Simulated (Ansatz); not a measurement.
# TiB4: the cost of one run

Method: DFT PBE+D3(BJ), scalar-relativistic, plane waves, PAW, in Ansatz 0.2.0.

2 further runs of the same task are left out: 2 that didn't finish.

## (1) Starting point

The structure is hexagonal, space group P6/mmm (No. 191). The conventional cell has a = 3.100 Å, b = 3.100 Å, c = 6.260 Å, α = 90.00°, β = 90.00°, γ = 120.00°. Ti (site symmetry 6/mmm) has 12 B at 2.40 Å as nearest neighbours. Around B (site symmetry 3m) lie 3 B at 1.79 Å and 3 Ti at 2.40 Å.

Structure file:

```
Ti B
1.0
     3.10000    0.00000    0.00000
    -1.55000    2.68468    0.00000
     0.00000    0.00000    6.26000
Ti B
1 4
Cartesian
  0.0000 0.0000 0.0000
  0.0000 1.7898 4.6600
  1.5500 0.8949 4.6600
  0.0000 1.7898 1.6000
  1.5500 0.8949 1.6000
```

A structure generator made this guess: sheets of the MB2-sandwich type stacked in turn (P6/mmm, No. 191). Lengths come from tabulated atomic sizes and are only a guess.

## (2) Probe: one point on a coarse mesh

The input, input.yaml:

```yaml
crystal:
  lattice:
    - [3.1, 0.0, 0.0]
    - [-1.55, 2.68467875, 0.0]
    - [0.0, 0.0, 6.26]
  atoms:
    - { symbol: Ti, position: [0.0, 0.0, 0.0] }
    - { symbol: B, position: [0.33333333, 0.66666667, 0.74440895] }
    - { symbol: B, position: [0.66666667, 0.33333333, 0.74440895] }
    - { symbol: B, position: [0.33333333, 0.66666667, 0.25559105] }
    - { symbol: B, position: [0.66666667, 0.33333333, 0.25559105] }
basis:
  ecutwfc: 420
kpoints:
  mp_grid: { grid: [6, 6, 4] }
hamiltonian:
  xc: pbe
  dispersion: d3bj
scf:
  occupations: { method: gaussian, width: 0.1 }
  lower_state_search: "off"
output:
  forces: true
  stress: true
  eigenvalues: true
```

Started as:

```
$ ansatz run input.yaml --threads 1 --pin off --max-ram 2048MiB --backend cpu --events-out ev --progress --plain --runs-dir out
```

Q: Estimate wall time and peak memory on 1 thread of Intel Xeon Platinum 8488C (Sapphire Rapids), shared host.

About 1 s, with a peak of 0.38 GiB.
